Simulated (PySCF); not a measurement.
# C2H3BF2O2: the cost of one run

The runs use PySCF 2.14.0, with density-fitted response routines of our own; the level of theory stands in each step. All values are computed, except where a source is named. Atoms are numbered from 0 throughout.

## Step 1: The starting structure

10 atoms, charge 0, multiplicity 1; geometry from: GFN2-xTB. The atoms were then displaced at random by about 0.01 Å, so the start is not that level's minimum.

Bonds of the start (Å): O0–C1 1.22, C1–O2 1.33, C1–C3 1.48, C3–B4 1.61, B4–F5 1.31, B4–F6 1.30, O2–H7 1.00, C3–H8 1.11, C3–H9 1.10.

## Step 2: Optimising the geometry at PBE0-D3(BJ)/def2-SVP

The job: settings as JSON, then the geometry in Å.

```
{"job": {"xc": "PBE0", "basis": "def2-SVP", "d3": "d3bj", "grid": 1, "shake": 0.01, "kind": "geom"}, "charge": 0, "multiplicity": 1}
O      1.173530    -1.620220    -0.601680
C      0.895600    -0.585350    -0.019780
O      1.780320     0.382440     0.181730
C     -0.412060    -0.218760     0.560320
B     -1.334070     0.609680    -0.462130
F     -0.834800     1.391640    -1.390380
F     -2.634080     0.603110    -0.398130
H      2.663500     0.166650    -0.231270
H     -0.968910    -1.128220     0.870810
H     -0.278610     0.378110     1.469450
```

Command:

```console
$ OMP_NUM_THREADS=1 python probes_run.py task.json out
```

This one command runs all jobs of the session in turn.

**Question.** How long does this first job take on 1 thread of Arm Neoverse V1, shared host, and how much memory does it need?

About 87 s, with a peak of 0.46 GiB.
